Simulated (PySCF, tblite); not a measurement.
**C4H7AlBCl: geometry, infrared bands and NMR shifts**

Aim: predict the infrared bands and NMR shifts of C4H7AlBCl (`[Cl][AlH][C@H]1BCC=C1`).

Computed with tblite 0.8.0 and PySCF 2.14.0, with density-fitted response routines of our own, on a single molecule in the gas phase. Atoms count from 0, in the outputs and in this text.

### Step 1. The starting structure

14 atoms, charge 0, multiplicity 1; geometry from: force field or distance geometry start.

Bonds of the start (Å): Cl0–Al1 2.23, Al1–C2 1.95, C2–B3 1.60, B3–C4 1.62, C4–C5 1.49, C5–C6 1.33, C6–C2 1.47, Al1–H7 1.58, C2–H8 1.12, B3–H9 1.15, C4–H10 1.11, C4–H11 1.09, C5–H12 1.10, C6–H13 1.11.

### Step 2. Optimising the geometry with GFN2-xTB

Job settings and geometry (Å):

```
{"job": {"kind": "relax", "xc": "GFN2-xTB", "basis": "xTB"}, "charge": 0, "multiplicity": 1}
Cl     3.673500     2.084100    -0.233600
Al     2.403600     0.251000    -0.355300
C      0.507600     0.468000     0.058100
B     -0.470600     0.136300    -1.159800
C     -1.837700    -0.113000    -0.326000
C     -1.299800    -0.766800     0.904700
C     -0.027700    -0.432300     1.092300
H      3.156500    -1.094300    -0.701300
H      0.264300     1.515200     0.384000
H     -0.285700     0.017000    -2.287100
H     -2.183200     0.906200    -0.060300
H     -2.562300    -0.723500    -0.865800
H     -1.883600    -1.424900     1.570200
H      0.544300    -0.823500     1.957700
```

Started as:

```bash
> OMP_NUM_THREADS=1 python probes_run.py task.json out
```

One launch serves the whole session: the jobs run in the order shown.

**Question.** This job is followed by: GFN2-xTB harmonic vibrations, gas phase; GIAO PBE0/pcSseg-1 NMR shielding, non-relativistic, gas phase. Predict these results of the whole session: strongest single infrared mode (GFN2-xTB); zero-point energy (GFN2-xTB); 13C shifts against TMS (PBE0/pcSseg-1); 1H shifts against TMS (PBE0/pcSseg-1); 35Cl shifts against HCl (PBE0/pcSseg-1); 27Al shifts against AlH4- (PBE0/pcSseg-1); 11B shifts against BF3·OEt2 (PBE0/pcSseg-1); surface potential, 1st and 99th percentile.

The runs gave:

| quantity | value |
| --- | --- |
| strongest single infrared mode (GFN2-xTB) | 631 cm⁻¹, 336 km/mol |
| zero-point energy (GFN2-xTB) | 59.3 kcal/mol |
| 13C shifts against TMS (PBE0/pcSseg-1) | 151.5, 142.8, 115.3, 43.9 ppm |
| 1H shifts against TMS (PBE0/pcSseg-1) | 7.30, 7.05, 7.02, 6.14, 3.29, 2.85, 1.55 ppm |
| 35Cl shifts against HCl (PBE0/pcSseg-1) | 171 ppm |
| 27Al shifts against AlH4- (PBE0/pcSseg-1) | 163.5 ppm |
| 11B shifts against BF3·OEt2 (PBE0/pcSseg-1) | 63.0 ppm |
| surface potential, 1st and 99th percentile | -0.53 V and 2.45 V |

In words: The optimisation took 122 steps and gained 1.327 eV; among the close pairs (by a distance rule), Al1–B3 changed most, from 2.987 to 2.368 Å. No mode is imaginary among the 36: a minimum at this level. The strongest single mode, at 631 cm⁻¹, moves mainly H7 and Al1. GFN2-xTB is a fitted tight-binding method: band positions and strengths are rough. Its intensities can rank the bands wrongly. At PBE0/pcSseg-1: The largest span, 374 ppm, is at Cl0, where the paramagnetic term is -369 ppm. At PBE0/pcSseg-1, counted by nearest atom on the grid, the HOMO lies on C5 29 %; C6 18 %, the LUMO on Al1 31 %; B3 20 %.
